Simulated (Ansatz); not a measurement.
# BH₅O₃Se: basis-set convergence

An exercise on one series of results from a longer session: the logs are not shown, and one member is left open.

The runs use Ansatz 0.2.0, Gaussian basis; one geometry, several basis sets.

The runs, in order: PBE0-D4/def2-SVP; ωB97M-V/def2-SVP; PBE0-D4/def2-QZVPP; ωB97M-V/def2-QZVPP; the functionals' def2-TZVPP values are taken from earlier runs.

**The geometry**

The geometry comes from an earlier relaxation with PBE0-D4 in a triple-zeta def2 set; it is a stationary point, not always the lowest conformer.

10 atoms, charge 0, spin multiplicity 1.

Atoms are counted from 1 here; the program's logs count them from 0.

Bond lengths: O1–B2 1.369 Å, O1–H6 0.957 Å, B2–O3 1.361 Å, B2–O4 1.373 Å, O3–H7 0.959 Å, O4–H8 0.957 Å, Se5–H9 1.468 Å, Se5–H10 1.465 Å. Angles: B2–O1–H6 115.4°, O1–B2–O3 115.8°, O1–B2–O4 125.5°, O3–B2–O4 118.6°, B2–O3–H7 111.9°, B2–O4–H8 116.1°, H9–Se5–H10 92.0°.

The first run:

Contents of in.yaml:

```yaml
crystal:
  periodic: [false, false, false]
  atoms:
    - {symbol: O, position_ang: [-0.832818, -0.083617, -1.136084]}
    - {symbol: B, position_ang: [-0.100052, -0.981190, -0.407173]}
    - {symbol: O, position_ang: [1.251627, -0.834117, -0.470593]}
    - {symbol: O, position_ang: [-0.615513, -1.996312, 0.359591]}
    - {symbol: Se, position_ang: [1.142577, 2.171825, 1.103171]}
    - {symbol: H, position_ang: [-1.782548, -0.184213, -1.076592]}
    - {symbol: H, position_ang: [1.707457, -1.478246, 0.074887]}
    - {symbol: H, position_ang: [-1.570440, -2.049802, 0.400257]}
    - {symbol: H, position_ang: [0.436525, 3.440461, 1.321290]}
    - {symbol: H, position_ang: [0.446183, 1.944011, -0.165756]}
basis:
  gaussian: {orbitals: def2-SVP}
hamiltonian: {xc: pbe0, dispersion: d4}
output: {orbitals: {seedname: orbitals}}
```

Steps of the session up to this table: PBE0-D4 in def2-SVP; ωB97M-V in def2-SVP; PBE0-D4 in def2-QZVPP; ωB97M-V in def2-QZVPP.

One table of the session follows, with a row left open; its other results are not shown here.

It belongs to the step «Density functionals: the series». 

```
functional       basis  HOMO (eV)  LUMO (eV)
   PBE0-D4    def2-SVP      -6.51       0.76
   PBE0-D4  def2-TZVPP      -6.74       0.02
   PBE0-D4  def2-QZVPP      -6.77      -0.28
   ωB97M-V    def2-SVP      -8.73       2.43
   ωB97M-V  def2-TZVPP      -8.95       1.43
   ωB97M-V  def2-QZVPP          ?          ?
```

Q: Estimate the row for ωB97M-V, def2-QZVPP from the others.

As computed: HOMO (eV): -8.99; LUMO (eV): 0.91. In the column «HOMO (eV)» it is the lowest.
